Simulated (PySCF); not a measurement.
# A diatomic session: SnB−

One table from this session's results is given with a row withheld; the runs are named, their logs left out.

Method: Sn aug-cc-pVDZ-PP with ECP28, B aug-cc-pVDZ, scalar-relativistic core potentials; program: PySCF 2.14.0.

The first run:

Settings of the job:

```json
{"atoms": "Sn, B", "charge": "-1", "basis": "Sn aug-cc-pVDZ-PP with ECP28, B aug-cc-pVDZ", "Hamiltonian": "scalar-relativistic core potentials", "basis functions": "55", "electrons treated": "28", "masses in u": "119.9022, 11.0093", "levels": "PBE0, PBE, r²SCAN, B2PLYP, B97-3, M06-2X, LC-ωPBE, HF, MP2, SCS-MP2, CCSD, CCSD(T)", "grid": "80 radial by 434 angular points", "occupations": "held fixed by the projection of orbital angular momentum", "dissociation limit": "Sn− + B, each in its ground configuration", "starting distance in angstrom": "2.265", "values of 2S to try": "0, 2, 4"}
```

Command:

```console
OMP_NUM_THREADS=1 python dia.py task.json out
```

Steps of the session up to this table: The job; The PBE0 curve of the state that the search chose; Other states along the same grid; PBE (GGA); r²SCAN (meta-GGA); B2PLYP (double hybrid); B97-3; M06-2X (hybrid meta-GGA); LC-ωPBE (range-separated hybrid); ROHF (mean field); Correlated methods on the Hartree–Fock reference.

One of the session's tables, all rows but one given; the rest of the session is left out.

Energy (eV) from each level's lowest point:

```
R (Å)   ROHF  ROHF-MP2  ROHF-SCS-MP2  ROHF-CCSD  ROHF-CCSD(T)
1.838  0.897     1.021         1.034        n/a           n/a
1.923  0.383     0.480         0.489      0.480         0.527
2.009  0.107     0.169         0.174      0.169         0.199
2.073  0.017     0.048         0.051      0.048         0.066
2.137  0.000     0.000         0.000      0.000         0.005
2.201  0.038     0.007         0.004      0.008         0.000
2.287      ?         ?             ?          ?             ?
2.393  0.339     0.249         0.218      0.234         0.193
2.522  0.597     0.572         0.512      0.472         0.416
2.693  0.948     1.060         0.963        n/a           n/a
```

**Question.** Estimate the row for R (Å) = 2.287.

Worked estimate for «ROHF». A straight line through the neighbours (2.201, 0.038) and (2.393, 0.339) gives 0.038 + (0.339 − 0.038) × (2.287 − 2.201) / (2.393 − 2.201) = 0.173; a parabola fitted to 4 rows on both sides gives 0.158.

As computed: ROHF: 0.149; ROHF-MP2: 0.074; ROHF-SCS-MP2: 0.064; ROHF-CCSD: 0.080; ROHF-CCSD(T): 0.056. In «ROHF» the line misses by +0.024 and the parabola by +0.009.
